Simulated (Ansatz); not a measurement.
# C3H7NSi: the cost of one run

Program: Ansatz 0.2.0, driven from Python. The levels of theory stand in the script. These are calculated values, not measurements.

## Step 1: The structure

Bond lengths: C1–Si2 1.753 Å, Si2–C3 1.761 Å, Si2–C4 1.786 Å, C3–C4 1.238 Å, C4–N5 1.365 Å, C1–H6 1.096 Å, C1–H7 1.107 Å, C1–H8 1.156 Å, Si2–H9 1.502 Å, C3–H10 1.081 Å, N5–H11 0.983 Å, N5–H12 1.007 Å. Angles (14 of 21 angles, heavy atoms first): C1–Si2–C3 120.4°, C1–Si2–C4 119.0°, C3–Si2–C4 40.9°, Si2–C3–C4 70.7°, Si2–C4–C3 68.5°, Si2–C4–N5 142.5°, C3–C4–N5 148.6°, C1–Si2–H9 118.1°, C3–Si2–H9 120.6°, C4–Si2–H9 113.1°, Si2–C1–H6 115.8°, Si2–C1–H7 113.9°, Si2–C1–H8 111.8°, Si2–C3–H10 148.3°.

c3h7nsi.xyz, read by the script:

```xyz
12

C    -1.37020    0.72590    1.18540
Si    0.20730    0.01920    0.89600
C     1.26240    0.67640   -0.35150
C     0.69970   -0.33860   -0.78310
N     0.43380   -1.16500   -1.83590
H    -2.22780    0.06660    1.01140
H    -1.49460    1.14580    2.20170
H    -1.56700    1.63490    0.49860
H     0.72680   -0.98220    1.88740
H     2.04010    1.37640   -0.62370
H     1.15970   -1.10890   -2.49580
H     0.20670   -2.10570   -1.55640
```

## Step 2: The script

File methods_c3h7nsi.py:

```python
"""One geometry of C3H7NSi, method by method."""

from dataclasses import dataclass
from pathlib import Path

import ansatz as az
import numpy as np


@dataclass(frozen=True)
class Options:
    basis: str = "def2-SVP"


settings = Options()

geometry = az.Crystal.molecule_from_extxyz("c3h7nsi.xyz")

model = geometry.calculation().basis(gaussian=settings.basis)

print("functional    E (Ha)        dipole (D)   HOMO (eV)  LUMO (eV)")
for name in ["lc_wpbe", "r2scan", "hse06", "r2scan0", "blyp", "revpbe"]:
    r = model.functional(name).forces().orbitals().run(threads=1, backend="cpu", runs_dir="runs").report
    lines = Path(r["orbitals_path"]).read_text().splitlines()
    field_of = lambda key: [line.split("=")[1].strip() for line in lines if line.startswith(key)]
    orbitals = [(27.211386 * float(e), s, float(n)) for e, s, n in zip(field_of("Ene="), field_of("Spin="), field_of("Occup="))]
    homo = max(e for e, _, n in orbitals if n > 0.5)
    lumo = min(e for e, _, n in orbitals if n < 0.5)
    dipole = 4.803205 * np.linalg.norm(r["charge_distribution"]["dipole_moment_e_ang"])
    print(f"{name:10s} {r['free_energy_ev'] / 27.211386246:14.6f} {dipole:9.3f} {homo:11.3f} {lumo:10.3f}")
```

## Step 3: The calls as engine input

The package turns the script's settings into the engine's input (first run):

```yaml
crystal:
  periodic: [false, false, false]
  atoms:
    - { symbol: C, position_ang: [-1.3702, 0.7259, 1.1854] }
    - { symbol: Si, position_ang: [0.2073, 0.0192, 0.896] }
    - { symbol: C, position_ang: [1.2624, 0.6764, -0.3515] }
    - { symbol: C, position_ang: [0.6997, -0.3386, -0.7831] }
    - { symbol: "N", position_ang: [0.4338, -1.165, -1.8359] }
    - { symbol: H, position_ang: [-2.2278, 0.0666, 1.0114] }
    - { symbol: H, position_ang: [-1.4946, 1.1458, 2.2017] }
    - { symbol: H, position_ang: [-1.567, 1.6349, 0.4986] }
    - { symbol: H, position_ang: [0.7268, -0.9822, 1.8874] }
    - { symbol: H, position_ang: [2.0401, 1.3764, -0.6237] }
    - { symbol: H, position_ang: [1.1597, -1.1089, -2.4958] }
    - { symbol: H, position_ang: [0.2067, -2.1057, -1.5564] }
basis:
  gaussian:
    orbitals: def2-SVP
hamiltonian:
  xc: lc_wpbe
output:
  orbitals: {}
  forces: true
```

## Step 4: The run

On the command line:

```console
$ python methods_c3h7nsi.py
```

Q: Estimate wall time and peak memory on 1 thread of Arm Neoverse N1, shared host.

About 57 s, with a peak of 0.31 GiB.
